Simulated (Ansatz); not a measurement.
**CH₆FGeNSi: up Jacob's ladder to CCSD(T)**

The task here is to estimate one member of a computed series from the others.

The runs use Ansatz 0.2.0, Gaussian basis; functionals in def2-TZVPP, the program's frozen cores in correlated methods.

The runs, in order: PBE-D4, r2SCAN-D4, PBE0-D4, B3LYP-D4, ωB97X-V, ωB97M-V, B2PLYP; CCSD(T)/def2-TZVPP; MP2/def2-QZVPP; extrapolation to the limit.

**Structure used throughout**

All runs share one geometry, relaxed beforehand with PBE0-D4 in a triple-zeta def2 set.

SMILES `N[Si@H]1[GeH2][C@@H]1F`, 11 atoms, charge 0, spin multiplicity 1.

Atoms are counted from 1 here; the program's logs count them from 0.

Bond lengths: N1–Si2 1.705 Å, N1–H6 1.007 Å, N1–H7 1.006 Å, Si2–Ge3 2.340 Å, Si2–C4 1.862 Å, Si2–H8 1.481 Å, Ge3–C4 2.036 Å, Ge3–H9 1.535 Å, Ge3–H10 1.536 Å, C4–F5 1.374 Å, C4–H11 1.098 Å. Angles: Si2–N1–H6 120.2°, Si2–N1–H7 122.0°, H6–N1–H7 111.8°, N1–Si2–Ge3 138.1°, N1–Si2–C4 123.9°, N1–Si2–H8 108.7°, Ge3–Si2–C4 56.6°, Ge3–Si2–H8 106.9°, C4–Si2–H8 113.5°, Si2–Ge3–C4 49.8°, Si2–Ge3–H9 133.7°, Si2–Ge3–H10 114.4°, C4–Ge3–H9 112.7°, C4–Ge3–H10 116.8°, H9–Ge3–H10 111.4°, Si2–C4–Ge3 73.6°, Si2–C4–F5 125.9°, Si2–C4–H11 111.8° and more.

The first run:

Contents of in.yaml:

```yaml
crystal:
  periodic: [false, false, false]
  atoms:
    - {symbol: N, position_ang: [-1.703021, 1.318615, -0.374899]}
    - {symbol: Si, position_ang: [-0.680518, -0.045463, -0.340448]}
    - {symbol: Ge, position_ang: [1.605055, -0.512618, -0.517770]}
    - {symbol: C, position_ang: [0.387295, -0.508174, 1.113611]}
    - {symbol: F, position_ang: [0.154647, -1.543368, 1.987344]}
    - {symbol: H, position_ang: [-2.433913, 1.386103, -1.064538]}
    - {symbol: H, position_ang: [-1.392877, 2.225478, -0.068248]}
    - {symbol: H, position_ang: [-1.403094, -1.194724, -0.933128]}
    - {symbol: H, position_ang: [2.877380, 0.321418, -0.309710]}
    - {symbol: H, position_ang: [1.925601, -1.880305, -1.138305]}
    - {symbol: H, position_ang: [0.728846, 0.376239, 1.666590]}
basis:
  gaussian: {orbitals: def2-TZVPP}
hamiltonian: {xc: pbe, dispersion: d4}
output: {forces: true, orbitals: {seedname: orbitals}}
```

Started as:

```console
ansatz run in.yaml --threads 4 --pin off --events-out ev --progress --plain --max-ram 10444MiB
```

Steps of the session up to this table: PBE-D4 (GGA); r2SCAN-D4 (meta-GGA); PBE0-D4 (hybrid); B3LYP-D4 (hybrid); ωB97X-V (range-separated); ωB97M-V (range-separated); B2PLYP (double hybrid); CCSD(T) in def2-TZVPP; MP2 in def2-QZVPP.

One table of the session follows, with a row left open; its other results are not shown here.

It belongs to the step «Atomisation energies». 

```
            method  atomisation energy (kcal/mol)
            PBE-D4                          867.2
         r2SCAN-D4                          852.2
           PBE0-D4                          848.5
          B3LYP-D4                          847.9
           ωB97X-V                              ?
           ωB97M-V                          850.3
            B2PLYP                          837.3
     HF/def2-TZVPP                          579.0
    MP2/def2-TZVPP                          835.7
   CCSD/def2-TZVPP                          810.5
CCSD(T)/def2-TZVPP                          825.6
           MP2/CBS                          862.0
       CCSD(T)/CBS                          851.9
```

**Question.** Estimate the row for ωB97X-V.

**Answer.** atomisation energy (kcal/mol): 856.1. In the column «atomisation energy (kcal/mol)» it lies between r2SCAN-D4 (852.2) and MP2/CBS (862.0).
